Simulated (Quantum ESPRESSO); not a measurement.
# MnPt2 (P-3m1) in Quantum ESPRESSO: further runs

The runs below take MnPt2 through single point, equation of state, with LDA.

Everything below comes from runs of Quantum ESPRESSO 7.5. Logs are shortened: lines on timing, memory, paths and dates and some standing lists are left out, and cuts for length are marked.

## Step 1: The structure

It takes space group P-3m1 (No. 164, trigonal). The conventional cell has a = 2.858 Å, b = 2.858 Å, c = 6.533 Å, α = 90.00°, β = 90.00°, γ = 120.00°. Around Pt (site symmetry 3m) lie 3 Mn at 2.64 Å and 9 Pt at 2.86 to 2.91 Å. Around Mn (site symmetry -3m) lie 6 Pt at 2.64 Å and 6 Mn at 2.86 Å.

The cell comes from a database or a generator and needn't be the stable form of this composition.

## Step 2: Single point, LDA, collinear spin, ferromagnetic start, 14.48 Å³/atom

pw.in

```
&CONTROL
  calculation = 'scf'
  prefix = 'pwscf'
  outdir = './tmp'
  pseudo_dir = './pseudo'
  tprnfor = .true.
  tstress = .true.
  disk_io = 'nowf'
/
&SYSTEM
  ibrav = 0
  nat = 3
  ntyp = 2
  ecutwfc = 45
  ecutrho = 360
  nbnd = 36
  occupations = 'smearing'
  smearing = 'fd'
  degauss = 0.00367493
  nspin = 2
  starting_magnetization(1) = 0
  starting_magnetization(2) = 0.2667
/
&ELECTRONS
  conv_thr = 6d-10
  electron_maxstep = 120
  mixing_beta = 0.3
/
ATOMIC_SPECIES
Pt   195.0840 pt_lda_v1.4.uspp.F.UPF
Mn    54.9380 mn_lda_v1.5.uspp.F.UPF
CELL_PARAMETERS angstrom
   2.8000532941    0.0000000000    0.0000000000
  -1.4000266470    2.4249172847    0.0000000000
   0.0000000000    0.0000000000    6.3991501735
ATOMIC_POSITIONS crystal
Pt     0.6666666667    0.3333333333    0.3162060000
Pt     0.3333333333    0.6666666667    0.6837940000
Mn     0.0000000000    0.0000000000    0.0000000000
K_POINTS automatic
11 11 4 0 0 0
```

Potentials or basis: GBRV 1.5 LDA.

Command:

```console
OMP_NUM_THREADS=1 mpirun -n 2 pw.x -nk 2 -in pw.in > pw.out
```

pw.out:

```text
This program is part of the open-source Quantum ESPRESSO suite
     for quantum simulation of materials; please cite
[... 6 lines left out ...]
     using ibrav=0 with symmetry is DISCOURAGED, use correct ibrav instead

     K-points division:     npool     =       2
     Subspace diagonalization in iterative solution of the eigenvalue problem:
     a serial algorithm will be used

     G-vector sticks info
     --------------------
     sticks:   dense  smooth     PW     G-vecs:    dense   smooth      PW
     Sum         685     349    109                33721    12027    2069

     Using Slab Decomposition

     bravais-lattice index     =            0
     lattice parameter (alat)  =       5.2913  a.u.
     unit-cell volume          =     293.2123 (a.u.)^3
     number of atoms/cell      =            3
     number of atomic types    =            2
     number of electrons       =        47.00
     number of Kohn-Sham states=           36
     kinetic-energy cutoff     =      45.0000  Ry
     charge density cutoff     =     360.0000  Ry
     scf convergence threshold =      6.0E-10
     mixing beta               =       0.3000
     number of iterations used =            8  plain     mixing
     Exchange-correlation=  SLA  PZ   NOGX NOGC
                           (   1   1   0   0   0   0   0)

     celldm(1)=   5.291334  celldm(2)=   0.000000  celldm(3)=   0.000000
     celldm(4)=   0.000000  celldm(5)=   0.000000  celldm(6)=   0.000000

     crystal axes: (cart. coord. in units of alat)
               a(1) = (   1.000000   0.000000   0.000000 )
               a(2) = (  -0.500000   0.866025   0.000000 )
               a(3) = (   0.000000   0.000000   2.285367 )

     reciprocal axes: (cart. coord. in units 2 pi/alat)
               b(1) = (  1.000000  0.577350 -0.000000 )
               b(2) = (  0.000000  1.154701  0.000000 )
               b(3) = (  0.000000 -0.000000  0.437566 )

     PseudoPot. # 1 for Pt read from file:
     pt_lda_v1.4.uspp.F.UPF
     Pseudo is Ultrasoft + core correction, Zval = 16.0
     Generated by new atomic code, or converted to UPF format
     Using radial grid of  985 points,  6 beta functions with:
                l(1) =   0
                l(2) =   0
                l(3) =   1
                l(4) =   1
                l(5) =   2
                l(6) =   2
     Q(r) pseudized with  8 coefficients,  rinner =    1.300   1.300   1.300
                                                       1.300   1.300

     PseudoPot. # 2 for Mn read from file:
     mn_lda_v1.5.uspp.F.UPF
     Pseudo is Ultrasoft + core correction, Zval = 15.0
     Generated by new atomic code, or converted to UPF format
     Using radial grid of  859 points,  6 beta functions with:
                l(1) =   0
                l(2) =   0
                l(3) =   1
                l(4) =   1
                l(5) =   2
                l(6) =   2
     Q(r) pseudized with  8 coefficients,  rinner =    0.950   0.950   0.950
                                                       0.950   0.950

     atomic species   valence    mass     pseudopotential
     Pt               16.00   195.08400     Pt( 1.00)
     Mn               15.00    54.93800     Mn( 1.00)

     Starting magnetic structure
     atomic species   magnetization
     Pt              0.000
     Mn              0.267

     12 Sym. Ops., with inversion, found

   Cartesian axes

     site n.     atom                  positions (alat units)
         1        Pt     tau(   1) = (   0.5000000   0.2886751   0.7226468  )
         2        Pt     tau(   2) = (  -0.0000000   0.5773503   1.5627204  )
         3        Mn     tau(   3) = (   0.0000000   0.0000000   0.0000000  )

     number of k points=    58  Fermi-Dirac smearing, width (Ry)=  0.0037
                       cart. coord. in units 2pi/alat
        k(    1) = (   0.0000000   0.0000000   0.0000000), wk =   0.0020661
        k(    2) = (   0.0000000   0.0000000   0.1093916), wk =   0.0041322
        k(    3) = (   0.0000000   0.0000000  -0.2187832), wk =   0.0020661
        k(    4) = (   0.0000000   0.1049728   0.0000000), wk =   0.0123967
        k(    5) = (   0.0000000   0.1049728   0.1093916), wk =   0.0123967
        k(    6) = (   0.0000000   0.1049728  -0.2187832), wk =   0.0123967
[... 50 lines left out ...]
        k(   57) = (  -0.1818182   0.4198911  -0.1093916), wk =   0.0247934
        k(   58) = (  -0.1818182   0.5248639  -0.1093916), wk =   0.0247934

     Dense  grid:    33721 G-vectors     FFT dimensions: (  32,  32,  75)

     Smooth grid:    12027 G-vectors     FFT dimensions: (  24,  24,  54)

     Check: negative core charge=   -0.000007
     Generating pointlists ...
     new r_m :   0.3815 (alat units)  2.0189 (a.u.) for type    1
     new r_m :   0.3815 (alat units)  2.0189 (a.u.) for type    2

     Initial potential from superposition of free atoms

     starting charge      45.4999, renormalised to      47.0000

[... 78 lines left out ...]
     Davidson diagonalization with overlap
     ethr =  2.46E-05,  avg # of iterations =  1.1

     negative rho (up, down):  1.724E-01 1.686E-01

     total energy              =    -632.81496867 Ry
     estimated scf accuracy    <       0.00097060 Ry

     total magnetization       =     3.74 Bohr mag/cell
     absolute magnetization    =     3.79 Bohr mag/cell

     iteration #  8     ecut=    45.00 Ry     beta= 0.30
     Davidson diagonalization with overlap
     ethr =  2.07E-06,  avg # of iterations =  3.7

     negative rho (up, down):  1.724E-01 1.685E-01

     total energy              =    -632.81508183 Ry
     estimated scf accuracy    <       0.00066868 Ry

     total magnetization       =     3.81 Bohr mag/cell
     absolute magnetization    =     3.86 Bohr mag/cell

     iteration #  9     ecut=    45.00 Ry     beta= 0.30
     Davidson diagonalization with overlap
     ethr =  1.42E-06,  avg # of iterations =  1.0

     negative rho (up, down):  1.728E-01 1.683E-01

     total energy              =    -632.81494797 Ry
     estimated scf accuracy    <       0.00061336 Ry

     total magnetization       =     3.83 Bohr mag/cell
     absolute magnetization    =     3.88 Bohr mag/cell

     iteration # 10     ecut=    45.00 Ry     beta= 0.30
     Davidson diagonalization with overlap
     ethr =  1.31E-06,  avg # of iterations =  1.2

     negative rho (up, down):  1.727E-01 1.684E-01

     total energy              =    -632.81511169 Ry
     estimated scf accuracy    <       0.00015500 Ry

     total magnetization       =     3.91 Bohr mag/cell
     absolute magnetization    =     3.97 Bohr mag/cell

     iteration # 11     ecut=    45.00 Ry     beta= 0.30
     Davidson diagonalization with overlap
     ethr =  3.30E-07,  avg # of iterations =  1.0

     negative rho (up, down):  1.727E-01 1.684E-01

     total energy              =    -632.81513009 Ry
     estimated scf accuracy    <       0.00000535 Ry

     total magnetization       =     3.89 Bohr mag/cell
     absolute magnetization    =     3.95 Bohr mag/cell

     iteration # 12     ecut=    45.00 Ry     beta= 0.30
     Davidson diagonalization with overlap
     ethr =  1.14E-08,  avg # of iterations =  1.7

     negative rho (up, down):  1.727E-01 1.684E-01

     total energy              =    -632.81513151 Ry
     estimated scf accuracy    <       0.00000022 Ry

     total magnetization       =     3.90 Bohr mag/cell
     absolute magnetization    =     3.95 Bohr mag/cell

     iteration # 13     ecut=    45.00 Ry     beta= 0.30
     Davidson diagonalization with overlap
     ethr =  4.78E-10,  avg # of iterations =  2.2

     negative rho (up, down):  1.727E-01 1.684E-01

     total energy              =    -632.81513156 Ry
     estimated scf accuracy    <       0.00000004 Ry

     total magnetization       =     3.90 Bohr mag/cell
     absolute magnetization    =     3.95 Bohr mag/cell

     iteration # 14     ecut=    45.00 Ry     beta= 0.30
     Davidson diagonalization with overlap
     ethr =  9.25E-11,  avg # of iterations =  2.0

     negative rho (up, down):  1.727E-01 1.684E-01

     total energy              =    -632.81513157 Ry
     estimated scf accuracy    <       0.00000002 Ry

     total magnetization       =     3.90 Bohr mag/cell
     absolute magnetization    =     3.95 Bohr mag/cell

     iteration # 15     ecut=    45.00 Ry     beta= 0.30
     Davidson diagonalization with overlap
     ethr =  4.22E-11,  avg # of iterations =  1.3

     negative rho (up, down):  1.727E-01 1.684E-01

     total energy              =    -632.81513158 Ry
     estimated scf accuracy    <          1.2E-09 Ry

     total magnetization       =     3.90 Bohr mag/cell
     absolute magnetization    =     3.95 Bohr mag/cell

     iteration # 16     ecut=    45.00 Ry     beta= 0.30
     Davidson diagonalization with overlap
     ethr =  2.52E-12,  avg # of iterations =  2.6

     negative rho (up, down):  1.727E-01 1.684E-01

     Magnetic moment per site  (integrated on atomic sphere of radius R)
     atom   1 (R=0.382)  charge= 13.4612  magn=  0.2266
     atom   2 (R=0.382)  charge= 13.4612  magn=  0.2266
     atom   3 (R=0.382)  charge= 13.4872  magn=  3.2599

     End of self-consistent calculation

     Number of k-points >= 100: set verbosity='high' to print the bands.

     the Fermi energy is    20.3620 ev

!    total energy              =    -632.81513158 Ry
     estimated scf accuracy    <          3.1E-10 Ry
     smearing contrib. (-TS)   =      -0.00219131 Ry
     internal energy E=F+TS    =    -632.81294027 Ry

     The total energy is F=E-TS. E is the sum of the following terms:
     one-electron contribution =    -138.34836070 Ry
     hartree contribution      =     105.52597156 Ry
     xc contribution           =    -139.92373238 Ry
     ewald contribution        =    -460.06681874 Ry

     total magnetization       =     3.90 Bohr mag/cell
     absolute magnetization    =     3.95 Bohr mag/cell

     convergence has been achieved in  16 iterations

     negative rho (up, down):  1.727E-01 1.684E-01

     Forces acting on atoms (cartesian axes, Ry/au):

     atom    1 type  1   force =     0.00000000    0.00000000    0.00113639
     atom    2 type  1   force =     0.00000000    0.00000000   -0.00113639
     atom    3 type  2   force =     0.00000000   -0.00000000    0.00000000

     Total force =     0.001607     Total SCF correction =     0.000057

     Computing stress (Cartesian axis) and pressure

     negative rho (up, down):  1.727E-01 1.684E-01
          total   stress  (Ry/bohr**3)                   (kbar)     P=      -66.01
  -0.00058153   0.00000000   0.00000000          -85.55        0.00        0.00
   0.00000000  -0.00058153   0.00000000            0.00      -85.55        0.00
   0.00000000   0.00000000  -0.00018318            0.00        0.00      -26.95

=------------------------------------------------------------------------------=
   JOB DONE.
=------------------------------------------------------------------------------=
```

Run time: 85 s. Hardware: 2 MPI ranks of Arm Neoverse V1, shared host; peak memory 0.32 GiB.

What came out:

```yaml
Free_energy: -8609.8885 eV
Pressure: -6.6 GPa
Largest_force: 0.029 eV/Å
Band_gap_on_the_k_mesh: none (metal or under the smearing width)
Net_moment: 3.90 μB per cell
Absolute_moment: 3.95 μB per cell
Site_moments: Pt +0.23; Mn +3.26 μB
Valence_electrons_inside_the_program's_atomic_spheres: Pt 13.46; Mn 13.49
```

## Step 3: Single point, LDA, collinear spin, ferromagnetic start, 14.79 Å³/atom

pw.in: that of step 2 with these lines changed.

```diff
@@ -32,5 +32,5 @@
 CELL_PARAMETERS angstrom
-   2.8000532941    0.0000000000    0.0000000000
-  -1.4000266470    2.4249172847    0.0000000000
-   0.0000000000    0.0000000000    6.3991501735
+   2.8197726289    0.0000000000    0.0000000000
+  -1.4098863145    2.4419947296    0.0000000000
+   0.0000000000    0.0000000000    6.4442160962
 ATOMIC_POSITIONS crystal
```

Potentials or basis: GBRV 1.5 LDA.

Command:

```console
OMP_NUM_THREADS=1 mpirun -n 2 pw.x -nk 2 -in pw.in > pw.out
```

Run time: 81 s. Hardware: 2 MPI ranks of Arm Neoverse V1, shared host; peak memory 0.34 GiB.

It converged, with:

* Free energy: -8609.8428 eV
* Pressure: -10.3 GPa
* Largest force: 0.006 eV/Å
* Band gap on the k mesh: none (metal or under the smearing width)
* Net moment: 4.04 μB per cell
* Absolute moment: 4.10 μB per cell
* Site moments: Pt +0.24; Mn +3.37 μB
* Valence electrons inside the program's atomic spheres: Pt 13.51; Mn 13.49

## Step 4: Single point, LDA, collinear spin, ferromagnetic start, 15.10 Å³/atom

pw.in: that of step 3 with these lines changed.

```diff
@@ -32,5 +32,5 @@
 CELL_PARAMETERS angstrom
-   2.8197726289    0.0000000000    0.0000000000
-  -1.4098863145    2.4419947296    0.0000000000
-   0.0000000000    0.0000000000    6.4442160962
+   2.8392199513    0.0000000000    0.0000000000
+  -1.4196099756    2.4588366048    0.0000000000
+   0.0000000000    0.0000000000    6.4886603702
 ATOMIC_POSITIONS crystal
```

Command:

```console
OMP_NUM_THREADS=1 mpirun -n 2 pw.x -nk 2 -in pw.in > pw.out
```

Wall time 81 s (2 MPI ranks of Arm Neoverse V1, shared host); peak memory 0.34 GiB.

The run converged. Its results:

```yaml
Free_energy: -8609.7769 eV
Pressure: -13.5 GPa
Largest_force: 0.042 eV/Å
Band_gap_on_the_k_mesh: none (metal or under the smearing width)
Net_moment: 4.16 μB per cell
Absolute_moment: 4.22 μB per cell
Site_moments: Pt +0.25; Mn +3.47 μB
Valence_electrons_inside_the_program's_atomic_spheres: Pt 13.55; Mn 13.50
```

## Step 5: Single point, LDA, collinear spin, ferromagnetic start, 15.41 Å³/atom

pw.in: that of step 4 with these lines changed.

```diff
@@ -32,5 +32,5 @@
 CELL_PARAMETERS angstrom
-   2.8392199513    0.0000000000    0.0000000000
-  -1.4196099756    2.4588366048    0.0000000000
-   0.0000000000    0.0000000000    6.4886603702
+   2.8584044518    0.0000000000    0.0000000000
+  -1.4292022259    2.4754508696    0.0000000000
+   0.0000000000    0.0000000000    6.5325040000
 ATOMIC_POSITIONS crystal
```

Command:

```console
OMP_NUM_THREADS=1 mpirun -n 2 pw.x -nk 2 -in pw.in > pw.out
```

Run time: 88 s. Hardware: 2 MPI ranks of Arm Neoverse V1, shared host; peak memory 0.34 GiB.

The run converged. Its results:

```
Free energy                                           : -8609.6934 eV
Pressure                                              : -16.4 GPa
Largest force                                         : 0.078 eV/Å
Band gap on the k mesh                                : none (metal or under the smearing width)
Net moment                                            : 4.29 μB per cell
Absolute moment                                       : 4.35 μB per cell
Site moments                                          : Pt +0.27; Mn +3.57 μB
Valence electrons inside the program's atomic spheres : Pt 13.59; Mn 13.51
```

## Step 6: Single point, LDA, collinear spin, ferromagnetic start, 15.72 Å³/atom

pw.in: that of step 5 with these lines changed.

```diff
@@ -32,5 +32,5 @@
 CELL_PARAMETERS angstrom
-   2.8584044518    0.0000000000    0.0000000000
-  -1.4292022259    2.4754508696    0.0000000000
-   0.0000000000    0.0000000000    6.5325040000
+   2.8773348343    0.0000000000    0.0000000000
+  -1.4386674171    2.4918450617    0.0000000000
+   0.0000000000    0.0000000000    6.5757668767
 ATOMIC_POSITIONS crystal
```

Potentials or basis: GBRV 1.5 LDA.

Command:

```console
OMP_NUM_THREADS=1 mpirun -n 2 pw.x -nk 2 -in pw.in > pw.out
```

Wall time 83 s (2 MPI ranks of Arm Neoverse V1, shared host); peak memory 0.34 GiB.

Results (log left out):

```
Free energy                                           : -8609.5943 eV
Pressure                                              : -18.9 GPa
Largest force                                         : 0.116 eV/Å
Band gap on the k mesh                                : none (metal or under the smearing width)
Net moment                                            : 4.40 μB per cell
Absolute moment                                       : 4.46 μB per cell
Site moments                                          : Pt +0.28; Mn +3.65 μB
Valence electrons inside the program's atomic spheres : Pt 13.64; Mn 13.52
```

## Step 7: Single point, LDA, collinear spin, ferromagnetic start, 16.02 Å³/atom

pw.in: that of step 6 with these lines changed.

```diff
@@ -32,5 +32,5 @@
 CELL_PARAMETERS angstrom
-   2.8773348343    0.0000000000    0.0000000000
-  -1.4386674171    2.4918450617    0.0000000000
-   0.0000000000    0.0000000000    6.5757668767
+   2.8960193503    0.0000000000    0.0000000000
+  -1.4480096751    2.5080263272    0.0000000000
+   0.0000000000    0.0000000000    6.6184678581
 ATOMIC_POSITIONS crystal
```

Command:

```console
OMP_NUM_THREADS=1 mpirun -n 2 pw.x -nk 2 -in pw.in > pw.out
```

Wall time 84 s (2 MPI ranks of Arm Neoverse V1, shared host); peak memory 0.36 GiB.

Results (log left out):

```yaml
Free_energy: -8609.4814 eV
Pressure: -21.2 GPa
Largest_force: 0.153 eV/Å
Band_gap_on_the_k_mesh: none (metal or under the smearing width)
Net_moment: 4.49 μB per cell
Absolute_moment: 4.55 μB per cell
Site_moments: Pt +0.29; Mn +3.71 μB
Valence_electrons_inside_the_program's_atomic_spheres: Pt 13.68; Mn 13.52
```

## Step 8: Single point, LDA, collinear spin, ferromagnetic start, 16.33 Å³/atom

pw.in: that of step 7 with these lines changed.

```diff
@@ -32,5 +32,5 @@
 CELL_PARAMETERS angstrom
-   2.8960193503    0.0000000000    0.0000000000
-  -1.4480096751    2.5080263272    0.0000000000
-   0.0000000000    0.0000000000    6.6184678581
+   2.9144658307    0.0000000000    0.0000000000
+  -1.4572329154    2.5240014479    0.0000000000
+   0.0000000000    0.0000000000    6.6606248409
 ATOMIC_POSITIONS crystal
```

Command:

```console
OMP_NUM_THREADS=1 mpirun -n 2 pw.x -nk 2 -in pw.in > pw.out
```

It took 85 s on 2 MPI ranks of Arm Neoverse V1, shared host; peak memory 0.36 GiB.

It converged, with:

| Property | Result |
| --- | --- |
| Free energy | -8609.3556 eV |
| Pressure | -23.3 GPa |
| Largest force | 0.189 eV/Å |
| Band gap on the k mesh | none (metal or under the smearing width) |
| Net moment | 4.55 μB per cell |
| Absolute moment | 4.62 μB per cell |
| Site moments | Pt +0.30; Mn +3.77 μB |
| Valence electrons inside the program's atomic spheres | Pt 13.72; Mn 13.53 |

## Step 9: Equation of state, LDA, collinear spin, ferromagnetic start

Potentials or basis: GBRV 1.5 LDA.

This step only gathers the single runs of the series.

What came out:

- Equilibrium volume: 14.04 Å³/atom (rough: see the caveat)
- Bulk modulus at fixed shape and positions: 209 GPa (rough)

Energy against volume, from the lowest point:
```tsv
volume (Å³/atom)	energy (meV/atom)
14.483	0.00
14.791	15.23
15.099	37.19
15.408	65.02
15.716	98.06
16.024	135.69
16.332	177.63
```

Caveat: the minimum lies outside the volumes run; the cell was scaled at fixed shape and fractional positions, which overstates the stiffness of a crystal with free parameters, most of all of layers and chains. The run has no spin-orbit coupling, so splittings on Pt are missing.

## Step 10: The reference run

An earlier run on the cell as given: functional PBE; potentials or basis SSSP 1.3 efficiency PBE; cutoff 884 eV; density cutoff 10612 eV; k mesh 11 × 11 × 4; occupations fermi-dirac, width 0.05 eV; collinear spin, ferromagnetic start; starting moments [0.0, 0.0, 4.0] μB.

- Pressure: -0.9 GPa
- Largest force: 0.038 eV/Å
- Band gap on the k mesh: none (metal or under the smearing width)
- Net moment: 4.58 μB per cell
- Absolute moment: 4.70 μB per cell
- Site moments: Pt +0.32; Mn +3.77 μB
- Valence electrons inside the program's atomic spheres: Pt 13.61; Mn 13.49
